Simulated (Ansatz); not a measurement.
# Cl2GeH2: the cost of one run

Program: Ansatz 0.2.0, Gaussian basis. Level of theory: UKS PBE0/def2-TZVP. These are calculated values, not measurements.

**1. Where the work starts**

5 atoms, charge 0, spin multiplicity 3.

Atoms are counted from 1 here; the program's logs count them from 0.

Bond lengths: Ge1–Cl2 2.162 Å, Ge1–Cl3 2.227 Å, Ge1–H4 1.696 Å. Angles: Cl2–Ge1–Cl3 104.5°, Cl2–Ge1–H4 100.0°, Cl3–Ge1–H4 95.2°.

Coordinates:

```xyz
5

Ge    0.20794   -0.32057   -0.51278
Cl    1.15092    1.37688    0.43804
Cl   -1.59102   -0.72983    0.73457
H    -0.64044    0.46798   -1.75148
H     1.13470   -0.12438   -2.53844
```

The start was built by rule and, where that kept it together, relaxed with GFN2-xTB. Sticks and bond lists go by distance. No spin-orbit coupling is included. 

**2. The run**

The input, in.yaml:

```yaml
crystal:
  periodic: [false, false, false]
  atoms:
    - {symbol: Ge, position_ang: [0.207937, -0.320571, -0.512784]}
    - {symbol: Cl, position_ang: [1.150919, 1.376881, 0.438044]}
    - {symbol: Cl, position_ang: [-1.591015, -0.729829, 0.734567]}
    - {symbol: H, position_ang: [-0.640442, 0.467982, -1.751484]}
    - {symbol: H, position_ang: [1.134697, -0.124377, -2.538435]}
basis:
  gaussian: {orbitals: def2-TZVP}
magnetization: {spin_polarized: true, initial_magnetization: 2}
hamiltonian: {xc: pbe0}
relax: {f_tol: 0.004, max_steps: 80}
```

On the command line:

```
$ ansatz run in.yaml --threads 1 --pin off --events-out ev --progress --plain --max-ram 2176MiB
```

**Question.** How long does this run take on 1 thread of Arm Neoverse V1, shared host, and how much memory does it need?

About 2.9 min, with a peak of 0.4 GiB.
